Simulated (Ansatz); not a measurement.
The system is GdO.

```
Gd O
1.0
     2.80181    0.00000    0.00000
     0.00000    2.80181    0.00000
     0.00000    0.00000    2.80181
Gd O
1 1
Direct
  0.00000 0.00000 0.00000
  0.50000 0.50000 0.50000
```

The cell comes from a database or a generator and needn't be the stable form of this composition.

Base run:

```yaml
Program: Ansatz 0.2.0
Functional: r2SCAN
Potentials_or_basis: Ansatz PAW
Cutoff: 500 eV
Density_cutoff: 2000 eV
k_mesh: 9 × 9 × 9
Occupations: fermi-dirac, width 0.05 eV
Spin: collinear spin, ferromagnetic start
Starting_moments: "[7.0, 0.0] μB"
Hubbard_terms: Gd f U = 4 eV
```

Its results: band gap on the k mesh none (metal or under the smearing width); pressure 52.7 GPa; net moment 7.60 μB per cell; site moments Gd +7.18; O -0.01 μB.

After a change of settings the same cell gave: band gap on the k mesh none (metal or under the smearing width); pressure 53.2 GPa; net moment 7.60 μB per cell; site moments Gd +7.18; O -0.01 μB. Which change was it?
A. hubbard terms from Gd f U = 4 eV to Gd f U = 3 eV
B. hubbard terms from Gd f U = 4 eV to Gd f U = 5 eV
C. hubbard terms from Gd f U = 4 eV to none; hubbard projectors from ortho-atomic (the default) to none
D. functional from r2SCAN to PBE; cutoff from 500 eV to 420 eV; density cutoff from 2000 eV to 1680 eV; hubbard terms from Gd f U = 4 eV to none; hubbard projectors from ortho-atomic (the default) to none

B.

Caveats: the magnetic or orbital state may not be the lowest; a pressure of tens of GPa on the cell as given is suspect, and the run, the potentials or the cell itself is likely at fault; spin-orbit coupling is left out, which moves the levels of the heavy elements; a cell with one magnetic atom can't hold antiferromagnetic order, which such compounds often take; the PAW data sets come from PBE, with cores solved anew for the run's functional, which leaves a small shift of forces and pressure; the density of states is complete only up to the lowest level of the last band computed.

Not every run made on this cell is shown here.
